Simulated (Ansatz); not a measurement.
**CHGaP (quartet): from Hartree-Fock to the top rungs at a displaced geometry (v1), cc-pVDZ**

The task here is to estimate one member of a computed series from the others.

The runs use Ansatz 0.2.0, Gaussian basis; cc-pVDZ, core rule «outside noble gas», up to 20 orbitals frozen.

To be run: UHF; CCSD(T) on ROHF; CCSD(T) on UHF; BCCD(T) on ROHF; CISD as a restricted active space (open shells left free, so some higher excitations enter); CCSDT(Q) on ROHF; CCSDT(Q) on UHF.

37 further runs of the same task are left out: 10 for a known fault of the program, 13 that didn't finish, 14 set aside as unsound or not needed. Runs told in other sessions of the task aren't counted.

### The system

The geometry is a PBE0/def2-TZVP stationary point (not a proven minimum) with its atoms shifted at random (size 0.040 Å). No spin-orbit coupling is included. The filled d shell of Ga may be among the frozen orbitals whatever the setting's name suggests.

4 atoms, charge 0, spin multiplicity 4.

Atoms are counted from 1 here; the program's logs count them from 0.

Bond lengths: C1–P2 1.785 Å, C1–Ga3 2.004 Å, C1–H4 1.042 Å, P2–Ga3 2.406 Å. Angles: P2–C1–Ga3 78.6°, P2–C1–H4 135.1°, Ga3–C1–H4 116.4°, C1–P2–Ga3 54.7°, C1–Ga3–P2 46.7°.

The first run:

in.yaml reads:

```yaml
crystal:
  periodic: [false, false, false]
  atoms:
    - {symbol: C, position_ang: [-0.156835, 1.180396, 0.740141]}
    - {symbol: P, position_ang: [-0.011993, -0.402848, 1.552642]}
    - {symbol: Ga, position_ang: [0.026342, -0.054035, -0.827558]}
    - {symbol: H, position_ang: [0.415189, 2.051527, 0.713357]}
basis:
  gaussian: {orbitals: cc-pVDZ}
magnetization: {spin_polarized: true, initial_magnetization: 3}
hamiltonian: {xc: hf}
output: {orbitals: {seedname: orbitals}}
```

Launch:

```console
ansatz run in.yaml --threads 1 --pin off --events-out ev --progress --plain --max-ram 2393MiB
```

Among the steps run: UHF; CCSD(T) on ROHF; CCSD(T) on UHF; BCCD(T) on ROHF; CISD as a restricted active space (open shells left free, so some higher excitations enter); CCSDT(Q) on ROHF; CCSDT(Q) on UHF.

One table of the session follows, with a row left open; its other results are not shown here.

```
   method  from UCCSDT(Q) (kJ/mol)
     ROHF                   +855.0
      UHF                   +805.7
     RMP2                   +111.1
     UMP2                   +139.1
    RCCSD                        ?
    UCCSD                    +45.9
 RCCSD(T)                     +8.3
 UCCSD(T)                     +8.9
  BCCD(T)                     +8.5
   RCCSDT                     +5.3
   UCCSDT                     +4.1
RCCSDT(Q)                     +1.1
UCCSDT(Q)                        0
```

**Question.** Estimate the row for RCCSD.

**Answer.** from UCCSDT(Q) (kJ/mol): +49.5. In the column «from UCCSDT(Q) (kJ/mol)» it lies between UCCSD (+45.9) and RMP2 (+111.1).

Not comparable, so not listed: CISD as a restricted active space (open shells left free, so some higher excitations enter) (they don't share determinant, frozen orbitals or solution with the rows shown, or repeat one).

Limits of these values: Restricted and unrestricted rows rest on different reference determinants; a gap between their highest levels can come from leftover correlation error, from unlike frozen cores or from another state.
